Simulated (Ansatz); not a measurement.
# SiICl₂ radical: how energies converge with the basis set

One table from this session's results is given with a row withheld; the runs are named, their logs left out.

Method: one geometry, several basis sets; program: Ansatz 0.2.0, Gaussian basis.

The runs, in order: PBE0-D4/def2-SVP; ωB97M-V/def2-SVP; PBE0-D4/def2-QZVPP; ωB97M-V/def2-QZVPP; the functionals' def2-TZVPP values are taken from earlier runs.

## The geometry

The geometry comes from an earlier relaxation with PBE0-D4 in a triple-zeta def2 set; it is a stationary point. I takes the def2 core potential; no spin-orbit term is included.

SMILES `Cl[Si](Cl)I`, 4 atoms, charge 0, spin multiplicity 2.

Atoms are counted from 1 here; the program's logs count them from 0.

Bond lengths: Cl1–Si2 2.047 Å, Si2–Cl3 2.047 Å, Si2–I4 2.437 Å. Angles: Cl1–Si2–Cl3 108.4°, Cl1–Si2–I4 110.5°, Cl3–Si2–I4 110.5°.

As a file:

```
Cl   -0.6003   -0.3341    1.8514
Si   -0.1465   -0.5146   -0.1369
Cl    1.8908   -0.5569   -0.3352
I    -1.0885    1.3453   -1.3996
```

Set-up of the first run:

The input, in.yaml:

```yaml
crystal:
  periodic: [false, false, false]
  atoms:
    - {symbol: Cl, position_ang: [-0.600282, -0.334081, 1.851372]}
    - {symbol: Si, position_ang: [-0.146477, -0.514635, -0.136859]}
    - {symbol: Cl, position_ang: [1.890796, -0.556855, -0.335200]}
    - {symbol: I, position_ang: [-1.088537, 1.345269, -1.399614]}
basis:
  gaussian: {orbitals: def2-SVP}
magnetization: {spin_polarized: true, initial_magnetization: 1}
hamiltonian: {xc: pbe0, dispersion: d4}
output: {orbitals: {seedname: orbitals}}
```

Among the steps run: PBE0-D4 in def2-SVP; ωB97M-V in def2-SVP; PBE0-D4 in def2-QZVPP; ωB97M-V in def2-QZVPP.

One table of the session follows, with a row left open; its other results are not shown here.

It belongs to the step «Functionals by basis». 

```
functional       basis  HOMO (eV)  LUMO (eV)
   PBE0-D4    def2-SVP      -6.80      -3.57
   PBE0-D4  def2-TZVPP      -6.84      -3.56
   PBE0-D4  def2-QZVPP      -6.86      -3.59
   ωB97M-V    def2-SVP      -8.48      -1.93
   ωB97M-V  def2-TZVPP      -8.54      -1.97
   ωB97M-V  def2-QZVPP          ?          ?
```

**Question.** Estimate the row for ωB97M-V, def2-QZVPP.

As computed: HOMO (eV): -8.58; LUMO (eV): -2.03. In the column «HOMO (eV)» it is the lowest.
